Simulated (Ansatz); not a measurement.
# CH5CuO2: one species, many methods

An exercise on one series of results from a longer session: the logs are not shown, and one member is left open.

Computed with Ansatz 0.2.0, Gaussian basis. Level: functionals in def2-TZVPP, the program's frozen cores in correlated methods.

Plan: LDA (SPW92), PBE-D4, revPBE-D4, BLYP-D4, r2SCAN-D4, B97M-V, PBE0-D4, B3LYP-D4, r2SCANh-D4, r2SCAN0-D4, HSE06-D4, BHLYP-D4, CAM-B3LYP-D4, LC-ωPBE, ωB97X-V, ωB97M-V, B2PLYP, PBE-QIDH; CCSD(T)/def2-SVP; CCSD(T)/def2-TZVPP; MP2/def2-QZVPP; extrapolation to the limit; RPA on PBE.

### The relaxed structure

The geometry comes from an earlier relaxation with PBE0-D4 in a triple-zeta def2 set; it is a stationary point, not always the lowest conformer.

SMILES `C[O][Cu-][OH2+]`, 9 atoms, charge 0, spin multiplicity 1.

Atoms are counted from 1 here; the program's logs count them from 0.

Bond lengths: C1–O2 1.387 Å, C1–H5 1.102 Å, C1–H6 1.104 Å, C1–H7 1.104 Å, O2–Cu3 1.778 Å, Cu3–O4 1.938 Å, O4–H8 0.963 Å, O4–H9 0.963 Å. Angles: O2–C1–H5 109.3°, O2–C1–H6 113.8°, O2–C1–H7 113.8°, H5–C1–H6 106.4°, H5–C1–H7 106.4°, H6–C1–H7 106.6°, C1–O2–Cu3 122.4°, O2–Cu3–O4 175.8°, Cu3–O4–H8 113.3°, Cu3–O4–H9 113.3°, H8–O4–H9 107.0°.

Geometry (Å):

```
C    -0.3599    1.9285    0.1466
O    -0.2579    0.8900   -0.7669
Cu    0.1200   -0.7773   -0.2766
O     0.5238   -2.6304    0.1197
H    -0.6020    2.8607   -0.3879
H    -1.1552    1.7837    0.8982
H     0.5717    2.1221    0.7061
H    -0.1764   -3.2373   -0.1434
H     1.3358   -2.9401   -0.2957
```

The first run:

in.yaml

```yaml
crystal:
  periodic: [false, false, false]
  atoms:
    - {symbol: C, position_ang: [-0.359864, 1.928507, 0.146645]}
    - {symbol: O, position_ang: [-0.257895, 0.889974, -0.766883]}
    - {symbol: Cu, position_ang: [0.120007, -0.777252, -0.276647]}
    - {symbol: O, position_ang: [0.523809, -2.630359, 0.119660]}
    - {symbol: H, position_ang: [-0.602002, 2.860705, -0.387941]}
    - {symbol: H, position_ang: [-1.155232, 1.783729, 0.898159]}
    - {symbol: H, position_ang: [0.571742, 2.122084, 0.706111]}
    - {symbol: H, position_ang: [-0.176414, -3.237261, -0.143449]}
    - {symbol: H, position_ang: [1.335848, -2.940128, -0.295656]}
basis:
  gaussian: {orbitals: def2-TZVPP}
hamiltonian: {xc: lda}
output: {orbitals: {seedname: orbitals}}
```

On the command line:

```sh
$ ansatz run in.yaml --threads 4 --pin off --events-out ev --progress --plain --max-ram 10444MiB
```

Steps of the session up to this table: LDA; PBE-D4 (GGA); revPBE-D4 (GGA); BLYP-D4 (GGA); r2SCAN-D4 (meta-GGA); B97M-V (meta-GGA); B3LYP-D4 (hybrid); r2SCANh-D4 (hybrid); r2SCAN0-D4 (hybrid); HSE06-D4 (hybrid); BHLYP-D4 (hybrid); CAM-B3LYP-D4 (range-separated); LC-ωPBE (range-separated); ωB97X-V (range-separated); ωB97M-V (range-separated); B2PLYP (double hybrid); PBE-QIDH (double hybrid).

One table of the session follows, with a row left open; its other results are not shown here.

It belongs to the step «Frontier levels by functional». 

```
  functional  HOMO (eV)  gap (eV)
 LDA (SPW92)      -4.27      2.17
      PBE-D4      -4.09      2.11
   revPBE-D4      -4.01      2.09
     BLYP-D4          ?         ?
   r2SCAN-D4      -4.26      2.79
      B97M-V      -4.43      2.59
     PBE0-D4      -5.48      4.37
    B3LYP-D4      -5.31      3.82
  r2SCANh-D4      -4.82      3.65
  r2SCAN0-D4      -5.65      4.89
    HSE06-D4      -5.07      3.59
    BHLYP-D4      -6.88      6.37
CAM-B3LYP-D4      -6.93      6.57
     LC-ωPBE      -8.14      9.09
     ωB97X-V      -7.88      8.65
     ωB97M-V      -7.88      8.22
```

**Question.** Estimate the row for BLYP-D4.

Worked estimate for «HOMO (eV)». Against the share of exact exchange, B3LYP-D4 (0.2, -5.31), BHLYP-D4 (0.5, -6.88) give a slope of -5.23 per unit share; at 0 the line stands at -4.26.

**Answer.** HOMO (eV): -4.04; gap (eV): 2.02. In «HOMO (eV)» the line misses by -0.22.
